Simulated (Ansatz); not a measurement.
# C₄H₉BCl₂: a ladder of functionals and wavefunction methods

An exercise on one series of results from a longer session: the logs are not shown, and one member is left open.

Computed with Ansatz 0.2.0, Gaussian basis. Level: functionals in def2-TZVPP, the program's frozen cores in correlated methods.

The runs, in order: LDA (SPW92), PBE-D4, revPBE-D4, BLYP-D4, r2SCAN-D4, B97M-V, PBE0-D4, B3LYP-D4, r2SCANh-D4, r2SCAN0-D4, HSE06-D4, BHLYP-D4, CAM-B3LYP-D4, LC-ωPBE, ωB97X-V, ωB97M-V, B2PLYP, PBE-QIDH; CCSD(T)/def2-SVP; CCSD(T)/def2-TZVPP; MP2/def2-QZVPP; extrapolation to the limit; RPA on PBE.

### The geometry

The geometry comes from an earlier relaxation with PBE0-D4 in a triple-zeta def2 set; it is a stationary point, not always the lowest conformer.

SMILES `CC(C)CB(Cl)Cl`, 16 atoms, charge 0, spin multiplicity 1.

Atoms are counted from 1 here; the program's logs count them from 0.

Bond lengths: C1–C2 1.521 Å, C1–H8 1.093 Å, C1–H9 1.093 Å, C1–H10 1.095 Å, C2–C3 1.522 Å, C2–C4 1.529 Å, C2–H11 1.096 Å, C3–H12 1.093 Å, C3–H13 1.095 Å, C3–H14 1.093 Å, C4–B5 1.556 Å, C4–H15 1.096 Å, C4–H16 1.103 Å, B5–Cl6 1.752 Å, B5–Cl7 1.752 Å. Angles: C2–C1–H8 111.4°, C2–C1–H9 111.1°, C2–C1–H10 110.8°, H8–C1–H9 107.9°, H8–C1–H10 107.7°, H9–C1–H10 107.7°, C1–C2–C3 110.8°, C1–C2–C4 110.9°, C1–C2–H11 108.2°, C3–C2–C4 110.7°, C3–C2–H11 108.1°, C4–C2–H11 108.0°, C2–C3–H12 111.7°, C2–C3–H13 110.6°, C2–C3–H14 111.2°, H12–C3–H13 107.9°, H12–C3–H14 107.7°, H13–C3–H14 107.7° and more.

Set-up of the first run:

The input, in.yaml:

```yaml
crystal:
  periodic: [false, false, false]
  atoms:
    - {symbol: C, position_ang: [0.267670, -1.840636, -0.025047]}
    - {symbol: C, position_ang: [0.427301, -0.328118, 0.013513]}
    - {symbol: C, position_ang: [0.606303, 0.233558, -1.389804]}
    - {symbol: C, position_ang: [-0.764996, 0.327502, 0.710300]}
    - {symbol: B, position_ang: [-0.660082, 1.838025, 1.068663]}
    - {symbol: Cl, position_ang: [-2.101533, 2.820778, 1.227584]}
    - {symbol: Cl, position_ang: [0.876651, 2.608002, 1.408681]}
    - {symbol: H, position_ang: [0.175935, -2.258632, 0.980809]}
    - {symbol: H, position_ang: [1.124987, -2.314970, -0.509343]}
    - {symbol: H, position_ang: [-0.628835, -2.122843, -0.586266]}
    - {symbol: H, position_ang: [1.328581, -0.094218, 0.591594]}
    - {symbol: H, position_ang: [0.765331, 1.314817, -1.375361]}
    - {symbol: H, position_ang: [-0.279712, 0.032504, -2.000695]}
    - {symbol: H, position_ang: [1.464574, -0.221055, -1.890138]}
    - {symbol: H, position_ang: [-1.684288, 0.150802, 0.139876]}
    - {symbol: H, position_ang: [-0.940785, -0.168015, 1.679932]}
basis:
  gaussian: {orbitals: def2-TZVPP}
hamiltonian: {xc: lda}
output: {orbitals: {seedname: orbitals}}
```

Command:

```sh
> ansatz run in.yaml --threads 2 --pin off --events-out ev --progress --plain --max-ram 22528MiB --backend cuda --devices 0, --max-vram 18GiB
```

Among the steps run: LDA; PBE-D4 (GGA); revPBE-D4 (GGA); BLYP-D4 (GGA); r2SCAN-D4 (meta-GGA); B97M-V (meta-GGA); B3LYP-D4 (hybrid); r2SCANh-D4 (hybrid); r2SCAN0-D4 (hybrid); HSE06-D4 (hybrid); BHLYP-D4 (hybrid); CAM-B3LYP-D4 (range-separated); LC-ωPBE (range-separated); ωB97X-V (range-separated); ωB97M-V (range-separated); B2PLYP (double hybrid); PBE-QIDH (double hybrid).

One table of the session follows, with a row left open; its other results are not shown here.

```
  functional  HOMO (eV)  gap (eV)
 LDA (SPW92)      -7.50      5.09
      PBE-D4      -7.36      5.22
   revPBE-D4      -7.30      5.28
     BLYP-D4      -7.23      5.28
   r2SCAN-D4      -7.67      5.84
      B97M-V      -7.81      6.07
     PBE0-D4      -8.74      7.56
    B3LYP-D4      -8.50      7.15
  r2SCANh-D4      -8.18      6.68
  r2SCAN0-D4      -8.93      7.94
    HSE06-D4      -8.33      6.77
    BHLYP-D4     -10.02      9.98
CAM-B3LYP-D4     -10.13     10.13
     LC-ωPBE     -11.49     12.62
     ωB97X-V          ?         ?
     ωB97M-V     -10.99     11.90
```

**Question.** Estimate the row for ωB97X-V.

**Answer.** HOMO (eV): -11.14; gap (eV): 12.21. In the column «HOMO (eV)» it lies between LC-ωPBE (-11.49) and ωB97M-V (-10.99).
